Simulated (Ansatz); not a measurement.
This script for a check of forces and pressure against finite differences of O (distorted cell) with the Ansatz DFT code, driven from Python holds a mistake.

The script, `fdcheck.py`:
```python
'''Forces and pressure of O against finite differences of the energy, atoms off their sites.'''

import ansatz as az
import numpy as np

vectors0 = np.array([
    [-0.02049, 2.12196, 2.20115],
    [2.26652, -0.02531, 2.20596],
    [2.22533, 2.08558, 0.01588],
])
sites = [
    ('O', [0.2497, 0.25149, 0.24471]),
    ('O', [0.00488, 0.98652, 0.00701]),
]


def crystal_on(cell):
    crystal = az.Crystal(lattice=az.Lattice.of(cell))
    for symbol, position in sites:
        crystal = crystal.atom(symbol, position)
    return crystal


def main() -> None:
    def solve(crystal):
        return (
            crystal.calculation()
            .functional('r2scan')
            .occupations(az.OccupationsMethod.FIXED)
            .basis(650, xc_grid=2)
            .kpoints(5, 5, 5)
            .scf(tolerance=1e-09)
            .forces()  # eV per angstrom
            .stress()
            .run(threads=1)
        ).report


    centre = solve(crystal_on(vectors0))
    start = crystal_on(vectors0)
    # move one atom both ways along a Cartesian axis
    print(f'force on atom 0 along x: analytic {centre["forces_ev_ang"][0][0]:.4f} eV/A')
    for h in (0.005, 0.02):
        shift = np.eye(3)[0] * h @ np.linalg.inv(vectors0)
        plus, minus = (solve(start.move(0, to=np.array(sites[0][1]) + sign * shift))['lagrangian_ev'] for sign in (1, -1))
        print(f'  step {h} A: numerical {-(plus - minus) / (2 * h):.4f} eV/A')
    # P = -dF/dV; the difference feels the change of the plane-wave count with the cell
    volume = abs(np.linalg.det(vectors0))
    larger, smaller = (solve(crystal_on(vectors0 * (1 + sign * 0.005) ** (1 / 3)))['lagrangian_ev'] for sign in (1, -1))
    numerical = -(larger - smaller) / (0.01 * volume) * 160.21766
    print(f'pressure: analytic {np.trace(centre["stress_gpa"]) / 3:.3f}, numerical {numerical:.3f} GPa')


if __name__ == '__main__':
    main()
```

```console
$ python fdcheck.py
DeckWarning: output.stress: scf.convergence.dr2_threshold = 1e-9 eV is looser than the 2e-10 eV advised for a printed stress (1e-10 eV for each atom of the cell: 2). What an SCF threshold leaves in a stress goes as its square root, and in the free energy as the threshold itself, and one threshold admits the most on a small cell: of the crystals measured, under no hybrid functional and no lock of the moments, on runs that ended without the residual-converged pass, on stresses that held no [...]
RunWarning: iter 1: σ=0 fill of 6 bands saw a band overlap (occupied 2.7581 eV > unoccupied 1.7369 eV) — on an unconverged iterate often a transient of an unconverged empty band; one that stands at the close is told there (band_overlap_at_count); if the run fails to converge, the spectrum is likely genuinely metallic at σ=0 — use a smearing of finite width or the tetrahedron method (which not every kind of run takes: see the entry of scf.occupations.method in the input reference), with at least [...]
RunWarning: the bands overlap at the fill by count (6 filled at each k-point of a channel): the highest filled level, 2.771259 eV at k-index 8, stands 1.0262 eV over the lowest empty one, 1.745029 eV at k-index 0, so that a fill of the lowest levels lies lower and no gap is reported. A metal, or a carrier in a host's bands, wants a smearing of finite width or the tetrahedron method (`scf.occupations.method`). A defect's level that its images broaden is meant whole, and this fill is then the right one; a shifted mesh or single k-points narrow the overlap
force on atom 0 along x: analytic 0.7351 eV/A
  step 0.005 A: numerical 0.7244 eV/A
  step 0.02 A: numerical 0.6284 eV/A
pressure: analytic -1.496, numerical -1.491 GPa
```
(Warnings from the package without file and line, shortened, repeats left out.)

No error stopped it. What is wrong with the input all the same?

The fault: fixed occupations, though the bands overlap at this level of theory. The correction:

Script `fdcheck.py`:
```python
'''Forces and pressure of O against finite differences of the energy, atoms off their sites.'''

import ansatz as az
import numpy as np

vectors0 = np.array([
    [-0.02049, 2.12196, 2.20115],
    [2.26652, -0.02531, 2.20596],
    [2.22533, 2.08558, 0.01588],
])
sites = [
    ('O', [0.2497, 0.25149, 0.24471]),
    ('O', [0.00488, 0.98652, 0.00701]),
]


def crystal_on(cell):
    crystal = az.Crystal(lattice=az.Lattice.of(cell))
    for symbol, position in sites:
        crystal = crystal.atom(symbol, position)
    return crystal


def main() -> None:
    def solve(crystal):
        return (
            crystal.calculation()
            .functional('r2scan')
            .occupations('fermi_dirac', width=0.1)
            .basis(650, xc_grid=2)
            .kpoints(5, 5, 5)
            .scf(tolerance=1e-09)
            .forces()  # eV per angstrom
            .stress()
            .run(threads=1)
        ).report


    centre = solve(crystal_on(vectors0))
    start = crystal_on(vectors0)
    # move one atom both ways along a Cartesian axis
    print(f'force on atom 0 along x: analytic {centre["forces_ev_ang"][0][0]:.4f} eV/A')
    for h in (0.005, 0.02):
        shift = np.eye(3)[0] * h @ np.linalg.inv(vectors0)
        plus, minus = (solve(start.move(0, to=np.array(sites[0][1]) + sign * shift))['lagrangian_ev'] for sign in (1, -1))
        print(f'  step {h} A: numerical {-(plus - minus) / (2 * h):.4f} eV/A')
    # P = -dF/dV; the difference feels the change of the plane-wave count with the cell
    volume = abs(np.linalg.det(vectors0))
    larger, smaller = (solve(crystal_on(vectors0 * (1 + sign * 0.005) ** (1 / 3)))['lagrangian_ev'] for sign in (1, -1))
    numerical = -(larger - smaller) / (0.01 * volume) * 160.21766
    print(f'pressure: analytic {np.trace(centre["stress_gpa"]) / 3:.3f}, numerical {numerical:.3f} GPa')


if __name__ == '__main__':
    main()
```

After the fix:

Running `python fdcheck.py` prints:
```text
DeckWarning: output.stress: scf.convergence.dr2_threshold = 1e-9 eV is looser than the 2e-10 eV advised for a printed stress (1e-10 eV for each atom of the cell: 2). What an SCF threshold leaves in a [...]
force on atom 0 along x: analytic 0.3713 eV/A
  step 0.005 A: numerical 0.3715 eV/A
  step 0.02 A: numerical 0.3735 eV/A
pressure: analytic -2.667, numerical -2.661 GPa
```
(Warnings from the package without file and line, shortened.)

Notes:
- For a metal this mesh is far too coarse, so the numbers only illustrate the procedure.
- No spin polarisation was allowed.
- Pressure is positive in compression.
- The cell is a database structure, distorted on purpose.
- The central difference errs as the square of the step, so the shorter step is the fairer test; what remains comes from the finite grid and the SCF threshold.
- Hardware and time: 12 s on 1 thread of Intel(R) Xeon(R) Platinum 8488C (Sapphire Rapids), with other jobs on the host, peak memory 0.4 GiB.
